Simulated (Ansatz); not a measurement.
# BCl3H2O: the cost of one run

Method: RKS r2SCAN/6-31G*, in Ansatz 0.2.0.

**1. Starting point**

Bond lengths: B1–Cl2 2.210 Å, B1–Cl3 1.860 Å, B1–Cl4 1.860 Å, B1–O5 1.710 Å, O5–H6 1.010 Å, Cl2–H7 1.346 Å, O5–H7 1.148 Å. Angles: B1–Cl2–H7 63.4°, Cl2–B1–Cl3 120.0°, Cl2–B1–Cl4 120.0°, Cl2–B1–O5 71.6°, Cl3–B1–Cl4 120.0°, Cl3–B1–O5 97.0°, Cl4–B1–O5 101.2°, B1–O5–H6 109.5°, B1–O5–H7 87.0°, H6–O5–H7 140.4°, Cl2–H7–O5 137.9°.

As a file:

```xyz
7

B     0.0000    0.0000    0.0000
Cl    0.0000    0.0000    2.2100
Cl    1.6108    0.0000   -0.9300
Cl   -1.6108    0.0000   -0.9300
O     0.0715   -1.6212    0.5392
H    -0.4750   -2.2058   -0.0770
H     0.0530   -1.2026    1.6085
```

**2. Pulling towards end A**

Springs on the bonds that form and break draw the guess towards this end; the thresholds are loose.

File input.yaml:

```yaml
crystal:
  periodic: [false, false, false]
  atoms:
    - { symbol: B, position_ang: [0.0, 0.0, 0.0] }
    - { symbol: Cl, position_ang: [0.0, 0.0, 2.21] }
    - { symbol: Cl, position_ang: [1.6108, 0.0, -0.93] }
    - { symbol: Cl, position_ang: [-1.6108, 0.0, -0.93] }
    - { symbol: O, position_ang: [0.0715, -1.6212, 0.5392] }
    - { symbol: H, position_ang: [-0.475, -2.2058, -0.077] }
    - { symbol: H, position_ang: [0.053, -1.2026, 1.6085] }
basis:
  gaussian: { orbitals: "6-31G*" }
hamiltonian:
  xc: r2scan
relax:
  f_tol: 0.15
  max_steps: 25
  restrain:
    - { distance: [0, 4], at: 2.61, k: 30.0 }
    - { distance: [6, 1], at: 2.57, k: 30.0 }
    - { distance: [0, 1], at: 1.86, k: 30.0 }
    - { distance: [6, 4], at: 1.01, k: 30.0 }
```

On the command line:

```bash
$ ansatz run input.yaml --threads 2 --pin off --max-ram 3072MiB --backend cpu --events-out ev --progress --plain --runs-dir out
```

**Question.** How long does this run take on 2 threads of AMD EPYC 9R45 (Zen 5), shared host, and how much memory does it need?

About 9.2 s, with a peak of 0.17 GiB.
